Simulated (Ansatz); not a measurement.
**HfHCl+ (doublet): from Hartree-Fock to the top rungs, def2-QZVPP**

One table from this session's results is given with a row withheld; the runs are named, their logs left out.

Method: def2-QZVPP, core rule «outside noble gas», up to 9 orbitals frozen; program: Ansatz 0.2.0, Gaussian basis.

The runs, in order: UHF; ROHF; CCSD(T) on UHF.

2 further runs of the same task are left out: 2 set aside as unsound or not needed.

## The geometry

The geometry is a PBE0/def2-TZVP stationary point (not a proven minimum) of the parent state, kept for this charge and spin. No spin-orbit coupling is included. Elements past krypton take def2 core potentials.

3 atoms, charge 1, spin multiplicity 2.

Atoms are counted from 1 here; the program's logs count them from 0.

Bond lengths: Hf1–Cl2 2.337 Å, Hf1–H3 1.882 Å. Angles: Cl2–Hf1–H3 180.0°.

Set-up of the first run:

Contents of in.yaml:

```yaml
crystal:
  periodic: [false, false, false]
  atoms:
    - {symbol: Hf, position_ang: [0.000000, 0.000000, 0.151500]}
    - {symbol: Cl, position_ang: [0.000000, 0.000000, -2.185400]}
    - {symbol: H, position_ang: [0.000000, 0.000000, 2.033900]}
basis:
  gaussian: {orbitals: "def2-QZVPP.json"}
total_charge: 1
magnetization: {spin_polarized: true, initial_magnetization: 1}
hamiltonian: {xc: hf}
output: {orbitals: {seedname: orbitals}}
```

Started as:

```bash
$ ansatz run in.yaml --threads 1 --pin off --events-out ev --progress --plain --max-ram 4096MiB --backend cpu
```

Among the steps run: UHF; ROHF; CCSD(T) on UHF.

One of the session's tables, all rows but one given; the rest of the session is left out.

```
  method  from UCCSD(T) (kJ/mol)
    ROHF                  +824.8
     UHF                       ?
    UMP2                   +96.4
   UCCSD                   +38.3
UCCSD(T)                       0
```

Q: Estimate the row for UHF from the others.

As computed: from UCCSD(T) (kJ/mol): +819.4. In the column «from UCCSD(T) (kJ/mol)» it lies between UMP2 (+96.4) and ROHF (+824.8).

Caveats from the session: Warnings: coupled cluster took another determinant than the lowest.
